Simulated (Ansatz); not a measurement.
**Rh: a trigonal deformation path**

The task here is to estimate one member of a computed series from the others.

Program: Ansatz 0.2.0. Level of theory: DFT PBEsol, scalar-relativistic, plane waves, PAW. These are calculated values, not measurements.

### The system as given

It takes space group Fm-3m (No. 225, cubic). The conventional cell has a = 3.803 Å, b = 3.803 Å, c = 3.803 Å, α = 90.00°, β = 90.00°, γ = 90.00°. Rh (site symmetry m-3m) has 12 Rh at 2.69 Å in its first shell of neighbours.

Coordinates:

```
Rh
1.0
     0.00000    1.90155    1.90155
     1.90155    0.00000    1.90155
     1.90155    1.90155    0.00000
Rh
1
Direct
  0.00000 0.00000 0.00000
```

No relaxation comes first: the listed cell is the starting point.

### Zero of energy

Reference values: F = -6338.7492 eV; pressure -5.11 GPa; largest force 0.000 eV/Å; gap on the mesh none (metal). It was computed beforehand with the settings of the runs below.

The first run:

At fixed volume and fractional coordinates, lengths along (0.577, 0.577, 0.577) are scaled against those across it; ρ is that ratio over its starting value.

input.yaml

```yaml
crystal:
  lattice:
    - [-0.7986009575, 1.597201915, 1.597201915]
    - [1.597201915, -0.7986009575, 1.597201915]
    - [1.597201915, 1.597201915, -0.7986009575]
  atoms:
    - { symbol: Rh, position: [0.0, 0.0, 0.0] }
basis:
  ecutwfc: 420
kpoints:
  mp_grid: { grid: [24, 24, 24] }
hamiltonian:
  xc: pbesol
scf:
  occupations: { method: gaussian, width: 0.15 }
output:
  forces: true
  stress: true
  eigenvalues: true
```

Started as:

```
$ ansatz run input.yaml --threads 1 --pin off --max-ram 2560MiB --backend cpu --events-out ev --progress --plain --runs-dir out
```

Among the steps run: ρ = 0.500; ρ = 2.000; Point ρ = 0.710; Point ρ = 1.410; ρ = 0.600; Point ρ = 0.850; ρ = 1.200; Point ρ = 1.700; ρ = 0.930; At ρ = 1.080.

One table of the session follows, with a row left open; its other results are not shown here.

It belongs to the step «The scan collected». The scan, with free energies counted from the undisturbed cell:

| ρ | ΔE (meV/atom) | pressure (GPa) |
| --- | --- | --- |
| 0.500 | 1073.5 | 36.9 |
| 0.600 | 1068.6 | 34.1 |
| 0.710 | 932.7 | 24.8 |
| 0.850 | ? | ? |
| 0.930 | 59.1 | -3.1 |
| 1.000 | 0.0 | -5.1 |
| 1.080 | 66.0 | -2.8 |
| 1.200 | 350.5 | 8.1 |
| 1.410 | 1149.1 | 41.1 |
| 1.700 | 2771.1 | 105.9 |
| 2.000 | 5040.3 | 189.7 |

Q: Estimate the row for ρ = 0.850 from the others.

Worked estimate for «ΔE (meV/atom)». A straight line through the neighbours (0.710, 932.7) and (0.930, 59.1) gives 932.7 + (59.1 − 932.7) × (0.850 − 0.710) / (0.930 − 0.710) = 376.8; a parabola fitted to 4 rows on both sides gives 442.9.

As computed: ΔE (meV/atom): 282.2; pressure (GPa): 3.9. In «ΔE (meV/atom)» the line misses by +94.6 and the parabola by +160.7.
